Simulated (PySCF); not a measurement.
**Re⁵²⁺: dipole response in even-tempered 17s13p7d4f3g**

Aim: the static polarisability and the C₆ coefficient of Re⁵²⁺, method by method.

Method: unrestricted determinants in a Gaussian basis, no spin-orbit coupling in the energies. Code: PySCF 2.14.0.

**1. The atom as given**

```
Element     : rhenium (Z = 75)
Basis       : an uncontracted even-tempered set (17 s from 12 bohr⁻², ratio 2.5; 13 p from 16 bohr⁻², ratio 2.5; 7 d from 16 bohr⁻², ratio 2.5; 4 f from 61 bohr⁻², ratio 2.7; 3 g from 92 bohr⁻², ratio 2.7)
Hamiltonian : scalar relativity by spin-free X2C-1e
State 1     : Re⁵²⁺: [Ar] 3d5, high-spin 6S determinant
Methods     : UHF, PBE0
```

The outer shells:

Re52+ [Ar] 3d5
```
[Ar] core
3d [↑ ][↑ ][↑ ][↑ ][↑ ]
```

One driver process ran all states and methods and kept the integrals in memory. Each run is shown as a PySCF script that sums up its settings (the driver passes frozen orbitals as a list and adds second-order terms of double hybrids); the logs are those of the runs themselves. The driver starts from symmetry-adapted Hartree-Fock orbitals, holds the occupation by maximum overlap and uses a logarithmic radial grid for functionals, so a plain start would take other cycles.

The integrals over 146 functions and the set-up took 1.8 s of CPU time.

**2. Re⁵²⁺, method by method**

#### UHF

The input, input.py:

```python
from pyscf import gto, scf, dft, mp, cc
mol = gto.M(atom="Re 0 0 0", charge=52, spin=5, symmetry="D2h",
            basis=gto.etbs([(0, 17, 12, 2.5), (1, 13, 16, 2.5), (2, 7, 16, 2.5), (3, 4, 61, 2.7), (4, 3, 92, 2.7)]),
            nucmod="G")
mf = scf.UHF(mol).sfx2c1e()
mf.irrep_nelec = {'Ag': (5, 3), 'B1g': (1, 0), 'B2g': (1, 0), 'B3g': (1, 0), 'B1u': (2, 2), 'B2u': (2, 2), 'B3u': (2, 2)}
mf.kernel()
```

What it wrote:

```text
damping factor = 0
level_shift factor = 0
DIIS = <class 'pyscf.scf.diis.CDIIS'>
diis_start_cycle = 1
diis_space = 10
diis_damp = 0
SCF conv_tol = 1e-09
SCF conv_tol_grad = None
number electrons alpha = 14  beta = 9
cycle= 1 E= -14289.728149922  delta_E= -3.64e-12  |g|= 6.52e-07  |ddm|= 2.23e-07
converged SCF energy = -14289.728149922  <S^2> = 8.7501504  2S+1 = 6.0000501
```

It used 41 s of CPU time after the integrals (shared host).

Orbital energies by shell (radii are means over both spins):

| shell | electrons | mean orbital energy (eV) | spread (eV) | rms radius (bohr) |
| --- | --- | --- | --- | --- |
| 1s α | 1 | -75368.7 | 0 | 0.0204 |
| 1s β | 1 | -75367.8 | 0 | 0.0204 |
| 2s α | 1 | -15878.5 | 0 | 0.0818 |
| 2s β | 1 | -15832.0 | 0 | 0.0818 |
| 2p α | 3 | -14315.7 | 0 | 0.0744 |
| 2p β | 3 | -14268.0 | 0 | 0.0744 |
| 3s α | 1 | -5901.6 | 0 | 0.201 |
| 3s β | 1 | -5847.1 | 0 | 0.201 |
| 3p α | 3 | -5428.7 | 0 | 0.201 |
| 3p β | 3 | -5361.6 | 0 | 0.201 |
| 3d α | 5 | -4937.1 | 0 | 0.179 |

⟨S²⟩ = 8.750, ⟨L²⟩ = 0.00.

The driver then solved the coupled dipole response at imaginary frequencies: mean α = 0.002533 bohr³, C₆ = 0.0001772 au for a like pair.

The p, d and f levels are scalar averages; spin-orbit coupling splits them strongly at this Z. Spin-orbit coupling is strong in this species (close to jj coupling), so the high-spin LS determinant is a model state, not a physical level.

#### PBE0

input.py differs from the last one in:

```diff
@@ -4,3 +4,3 @@
             nucmod="G")
-mf = scf.UHF(mol).sfx2c1e()
+mf = dft.UKS(mol, xc="PBE0").sfx2c1e()
 mf.irrep_nelec = {'Ag': (5, 3), 'B1g': (1, 0), 'B2g': (1, 0), 'B3g': (1, 0), 'B1u': (2, 2), 'B2u': (2, 2), 'B3u': (2, 2)}
```

What it wrote:

```text
damping factor = 0
level_shift factor = 0
DIIS = <class 'pyscf.scf.diis.CDIIS'>
diis_start_cycle = 1
diis_space = 10
diis_damp = 0
SCF conv_tol = 1e-09
SCF conv_tol_grad = None
number electrons alpha = 14  beta = 9
XC functionals = PBE0
    C. Adamo and V. Barone.,  J. Chem. Phys. 110, 6158 (1999)
    M. Ernzerhof and G. E. Scuseria.,  J. Chem. Phys. 110, 5029 (1999)
cycle= 1 E= -14291.20827577  delta_E= -0.00984  |g|= 0.0167  |ddm|= 0.0225
cycle= 2 E= -14291.2082762885  delta_E= -5.19e-07  |g|= 0.000265  |ddm|= 0.000253
cycle= 3 E= -14291.2082762889  delta_E= -3.4e-10  |g|= 2.32e-05  |ddm|= 5.83e-06
converged SCF energy = -14291.2082762889  <S^2> = 8.750069  2S+1 = 6.000023
```

CPU time 55 s on a shared host, the integrals not counted.

The driver then solved the coupled dipole response at imaginary frequencies: mean α = 0.002526 bohr³, C₆ = 0.0001773 au for a like pair.

Radial density 4πr²ρ of Re⁵²⁺ at UHF, without picture-change correction:

| r (bohr) | density | spin density |
| --- | --- | --- |
| 0.000408 | 3.90 | 0.000 |
| 0.000686 | 8.00 | 0.000 |
| 0.00115 | 15.9 | -0.001 |
| 0.00194 | 30.2 | -0.001 |
| 0.00326 | 53.2 | -0.002 |
| 0.00549 | 82.6 | -0.003 |
| 0.00923 | 104 | -0.003 |
| 0.0155 | 99.5 | 0.017 |
| 0.0261 | 90.6 | 0.264 |
| 0.0439 | 125 | 2.422 |
| 0.0739 | 109 | 13.174 |
| 0.124 | 78.2 | 31.545 |
| 0.209 | 65.5 | 19.668 |
| 0.352 | 4.76 | 1.284 |
| 0.592 | 0.0139 | 0.004 |

**3. The response side by side**

Re⁵²⁺, in atomic units:

| method | mean α | C₆ (like pair) | S(−4) |
| --- | --- | --- | --- |
| UHF | 0.002533 | 0.0001772 | 5.039e-06 |
| PBE0 | 0.002526 | 0.0001773 | 4.958e-06 |

α(iu) at PBE0:

| u (hartree) | α(iu) (bohr³) |
| --- | --- |
| 0 | 0.002526 |
| 4.00 | 0.002450 |
| 8.00 | 0.002258 |
| 16.0 | 0.001793 |
| 24.0 | 0.001441 |
| 32.0 | 0.001212 |
| 40.0 | 0.001060 |
| 60.0 | 0.0008291 |
| 80.0 | 0.0006833 |
| 120 | 0.0004863 |
| 200 | 0.0002716 |

**4. What came out**

```
  quantity                                    value
α of Re⁵²⁺  0.002526 (PBE0) to 0.002533 (UHF) bohr³
```

A single London oscillator with the computed α and C₆ of Re⁵²⁺ at UHF would have ω = 4 C₆ / (3 α²) = 36.8 hartree. All values hold for this basis alone; no basis-set limit was taken.
